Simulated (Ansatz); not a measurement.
# C₂H₄BF, SMILES BC(=C)F: harmonic frequencies at the relaxed geometry

Program: the Python package of Ansatz (0.2.0).

Script `c2h4bf_freq.py`:
```python
'''Vibrations and zero-point energy of C2H4BF.'''

import itertools

import ansatz as az
from ase.data import atomic_numbers, covalent_radii
import numpy as np

GEOMETRY = '''
B    -0.32270    1.13570   -0.40200
C    -0.15630   -0.37170   -0.33250
C     0.45770   -0.92230    0.68450
F    -0.55490   -1.14560   -1.33460
H    -0.94150    1.63880   -1.35410
H     0.03130    1.90840    0.43840
H     0.65720   -1.99720    0.73870
H     0.92130   -0.30320    1.50580
'''

mol = az.Crystal.molecule()
for line in GEOMETRY.strip().splitlines():
    symbol, *xyz = line.split()
    mol = mol.atom(symbol, [float(v) for v in xyz])

calculation = mol.calculation()
calculation = calculation.basis(gaussian='cc-pVDZ')
calculation = calculation.functional('cam_b3lyp')
symbols = [site.symbol for site in mol.cartesian_sites]
start = np.array([site.position_ang for site in mol.cartesian_sites], dtype=float)
def progress(event):
    if event['event'] == 'relax_step':
        row = event['data']
        print(f'step {row["step"]:3d}  E = {row["lagrangian_ev"]:.6f} eV  largest force component {row["allowed_force_max_ev_ang"]:.4f} eV/A')


summary = calculation.relax(force_tolerance=0.003).session().plan().execute(on_event=progress).report
end = np.array(summary['positions_ang'])

# pairs closer than 1.2 times the sum of covalent radii, before or after
radius = [covalent_radii[atomic_numbers[s]] for s in symbols]
span = lambda where, i, j: np.linalg.norm(where[i] - where[j])
bonded = [(i, j) for i, j in itertools.combinations(range(len(symbols)), 2) if min(span(start, i, j), span(end, i, j)) < 1.2 * (radius[i] + radius[j])]
print('pair        before    after (A)')
for i, j in bonded:
    print(f'{symbols[i]}{i}-{symbols[j]}{j}'.ljust(10), f'{span(start, i, j):8.4f} {span(end, i, j):8.4f}')
for first, second in list(itertools.combinations(bonded, 2)):
    shared = set(first) & set(second)
    if shared and symbols[(j := shared.pop())] != 'H':
        i, k = sorted((set(first) | set(second)) - {j})
        u, v = end[i] - end[j], end[k] - end[j]
        angle = np.degrees(np.arccos(np.clip(u @ v / np.linalg.norm(u) / np.linalg.norm(v), -1, 1)))
        print(f'final angle {symbols[i]}{i}-{symbols[j]}{j}-{symbols[k]}{k}: {angle:.2f} deg')

# same settings at the minimum
minimum = az.Crystal.molecule()
for symbol, place in zip(symbols, end):
    minimum = minimum.atom(symbol, place.tolist())
vibrating = (
    minimum.calculation()
    .basis(gaussian='cc-pVDZ')
    .functional('cam_b3lyp')
    .phonons(temperatures=(200, 600, 100))
)
vib = vibrating.run(threads=1).report['vibrations']
sums = vib['harmonic_sums']
modes = [m['omega_inv_cm'] for m in sums['modes_at_gamma'] if m['rigid_motion'] == 'no']
print('frequencies (1/cm):', ' '.join(f'{w:.0f}' for w in modes))
print('imaginary modes:', sum(w < 0 for w in modes), ' zero-point energy:', round(sums['zero_point_energy_ev'], 4), 'eV')
print('T (K)   F_vib (eV)   S_vib (meV/K)   C_vib (meV/K)')
for row in zip(sums['temperatures_k'], sums['vibrational_free_energy_ev'], vib['entropy_ev_per_k'], vib['heat_capacity_ev_per_k']):
    print(f'{row[0]:6.1f} {row[1]:11.4f} {1000 * row[2]:13.4f} {1000 * row[3]:15.4f}')
```

Running `python c2h4bf_freq.py` prints:
```text
step   1  E = -5528.515407 eV  largest force component 2.4535 eV/A
step   2  E = -5528.579742 eV  largest force component 1.1449 eV/A
step   3  E = -5528.682510 eV  largest force component 0.1901 eV/A
step   4  E = -5528.683458 eV  largest force component 0.1126 eV/A
step   5  E = -5528.684064 eV  largest force component 0.0217 eV/A
step   6  E = -5528.684144 eV  largest force component 0.0077 eV/A
step   7  E = -5528.684150 eV  largest force component 0.0013 eV/A
pair        before    after (A)
B0-C1        1.5181   1.5378
B0-H4        1.2420   1.2013
B0-H5        1.1953   1.2015
C1-C2        1.3094   1.3386
C1-F3        1.3274   1.3560
C2-H6        1.0946   1.0926
C2-H7        1.1282   1.0892
final angle C1-B0-H4: 121.03 deg
final angle C1-B0-H5: 118.01 deg
final angle B0-C1-C2: 124.22 deg
final angle B0-C1-F3: 117.82 deg
final angle H4-B0-H5: 120.96 deg
final angle C2-C1-F3: 117.96 deg
final angle C1-C2-H6: 121.57 deg
final angle C1-C2-H7: 119.37 deg
final angle H6-C2-H7: 119.06 deg
frequencies (1/cm): 217 338 461 473 767 833 874 973 974 1013 1205 1345 1392 1705 2623 2714 3180 3294
imaginary modes: 0  zero-point energy: 1.5115 eV
T (K)   F_vib (eV)   S_vib (meV/K)   C_vib (meV/K)
 200.0      1.5044        0.1181          0.2347
 300.0      1.4863        0.2478          0.4177
 400.0      1.4544        0.3916          0.5858
 500.0      1.4079        0.5378          0.7244
 600.0      1.3469        0.6801          0.8365
```

Notes:
- Total energies depend on the basis set; only differences at equal settings carry meaning.
- The frequencies are harmonic and unscaled, in a modest basis. The result belongs to the one conformer reached from this start, and soft torsions count as harmonic oscillators.
- Finished in 90 s on 1 thread of Arm Neoverse V2, on a shared host, peak memory 0.22 GiB.
